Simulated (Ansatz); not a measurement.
TiPd under changes of volume

One of the cells (15.460 Å³/atom); the others are scaled copies at fixed shape and fractional positions:

```
Pd Ti
1.0
     4.57045    0.00000    0.00000
     0.00000    2.77509    0.00000
     0.00000    0.00000    4.87578
Pd Ti
2 2
Cartesian
  3.4278 1.3875 3.9659
  1.1426 1.3875 0.9098
  3.4278 0.0000 1.4507
  1.1426 0.0000 3.4251
```

The cell comes from a database or a generator and needn't be the stable form of this composition.

| Quantity | Value |
| --- | --- |
| Program | Ansatz 0.2.0 |
| Functional | PBEsol |
| Potentials or basis | all-electron LAPW, scalar-relativistic |
| Cutoff | 262 eV (chosen from the basis error) |
| Basis error allowed | 0.001 eV/atom |
| k mesh | 6 × 10 × 6 |
| Occupations | fermi-dirac, width 0.05 eV |
| Spin | no spin polarisation |

| volume (Å³/atom) | energy over the lowest point (meV/atom) | pressure (GPa) | largest force (eV/Å) |
| --- | --- | --- | --- |
| 14.533 | 12.02 | 7.3 | 0.181 |
| 14.842 | ? | ? | ? |
| 15.151 | 0.00 | -0.7 | 0.046 |
| 15.460 | 4.69 | -4.0 | 0.011 |
| 15.770 | 15.50 | -7.0 | 0.064 |
| 16.079 | 31.76 | -9.7 | 0.111 |
| 16.388 | 52.88 | -12.0 | 0.153 |

Problem. What does the run at 14.842 Å³/atom give?

Solution. Energy over the lowest point 2.17 meV/atom; pressure 3.1 GPa; largest force 0.110 eV/Å.

Worked out: A Birch-Murnaghan fit of order 3 (a polynomial in V^(-2/3)) to the other rows has its minimum at 15.09 Å³/atom with B0 = V·E''(V) = 177 GPa and B' = 4.6 at fixed shape and positions, which overstates the stiffness. It gives 2.18 meV/atom at 14.842 Å³/atom, against the run's 2.17, and -dE/dV = 3.0 GPa, against 3.1.

Energies are extrapolated to zero smearing.
